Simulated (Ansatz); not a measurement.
# C4H7Al: a ladder of functionals and wavefunction methods

The task here is to estimate one member of a computed series from the others.

Method: functionals in def2-TZVPP, the program's frozen cores in correlated methods; program: Ansatz 0.2.0, Gaussian basis.

Levels to be run: PBE-D4, r2SCAN-D4, PBE0-D4, B3LYP-D4, ωB97X-V, ωB97M-V, B2PLYP; CCSD(T)/def2-TZVPP; MP2/def2-QZVPP; extrapolation to the limit.

## The geometry

An earlier PBE0-D4 in a triple-zeta def2 set relaxation fixed the geometry.

SMILES `C=C[C](=C)[AlH2]`, 12 atoms, charge 0, spin multiplicity 1.

Atoms are counted from 1 here; the program's logs count them from 0.

Bond lengths: C1–C2 1.333 Å, C1–H6 1.086 Å, C1–H7 1.083 Å, C2–C3 1.460 Å, C2–H8 1.091 Å, C3–C4 1.344 Å, C3–Al5 1.952 Å, C4–H9 1.091 Å, C4–H10 1.086 Å, Al5–H11 1.588 Å, Al5–H12 1.587 Å. Angles: C2–C1–H6 121.7°, C2–C1–H7 121.4°, H6–C1–H7 116.9°, C1–C2–C3 125.2°, C1–C2–H8 118.6°, C3–C2–H8 116.2°, C2–C3–C4 119.4°, C2–C3–Al5 125.8°, C4–C3–Al5 114.8°, C3–C4–H9 122.0°, C3–C4–H10 122.2°, H9–C4–H10 115.8°, C3–Al5–H11 123.6°, C3–Al5–H12 115.8°, H11–Al5–H12 120.7°.

The first run:

The input, in.yaml:

```yaml
crystal:
  periodic: [false, false, false]
  atoms:
    - {symbol: C, position_ang: [0.114032, 1.634670, 1.209899]}
    - {symbol: C, position_ang: [0.629911, 1.022414, 0.144685]}
    - {symbol: C, position_ang: [0.177766, -0.258264, -0.390378]}
    - {symbol: C, position_ang: [0.785275, -0.772380, -1.473669]}
    - {symbol: Al, position_ang: [-1.274305, -1.347700, 0.326343]}
    - {symbol: H, position_ang: [-0.709105, 1.203956, 1.771534]}
    - {symbol: H, position_ang: [0.498563, 2.586941, 1.554918]}
    - {symbol: H, position_ang: [1.457107, 1.500759, -0.382764]}
    - {symbol: H, position_ang: [1.611088, -0.261493, -1.970450]}
    - {symbol: H, position_ang: [0.485473, -1.721552, -1.908651]}
    - {symbol: H, position_ang: [-2.134930, -0.937595, 1.596184]}
    - {symbol: H, position_ang: [-1.563775, -2.704954, -0.443551]}
basis:
  gaussian: {orbitals: def2-TZVPP}
hamiltonian: {xc: pbe, dispersion: d4}
output: {forces: true, orbitals: {seedname: orbitals}}
```

Started as:

```console
$ ansatz run in.yaml --threads 4 --pin off --events-out ev --progress --plain --max-ram 10444MiB
```

Steps of the session up to this table: PBE-D4 (GGA); r2SCAN-D4 (meta-GGA); PBE0-D4 (hybrid); B3LYP-D4 (hybrid); ωB97X-V (range-separated); ωB97M-V (range-separated); B2PLYP (double hybrid); CCSD(T) in def2-TZVPP; MP2 in def2-QZVPP.

One of the session's tables, all rows but one given; the rest of the session is left out.

| method | atomisation energy (kJ/mol) |
| --- | --- |
| PBE-D4 | 4752.8 |
| r2SCAN-D4 | 4675.0 |
| PBE0-D4 | 4683.5 |
| B3LYP-D4 | ? |
| ωB97X-V | 4655.7 |
| ωB97M-V | 4666.3 |
| B2PLYP | 4617.8 |
| HF/def2-TZVPP | 3497.8 |
| MP2/def2-TZVPP | 4610.6 |
| CCSD/def2-TZVPP | 4478.9 |
| CCSD(T)/def2-TZVPP | 4548.7 |
| MP2/CBS | 4715.7 |
| CCSD(T)/CBS | 4653.8 |

Q: Estimate the row for B3LYP-D4 from the others.

The run gave: atomisation energy (kJ/mol): 4667.9. In the column «atomisation energy (kJ/mol)» it lies between ωB97M-V (4666.3) and r2SCAN-D4 (4675.0).

Caveats from the session: Free atoms (4 C, 1 Al, 7 H) were run apart at each level; the atomisation energy is their sum less the molecule, without zero-point or spin-orbit terms.
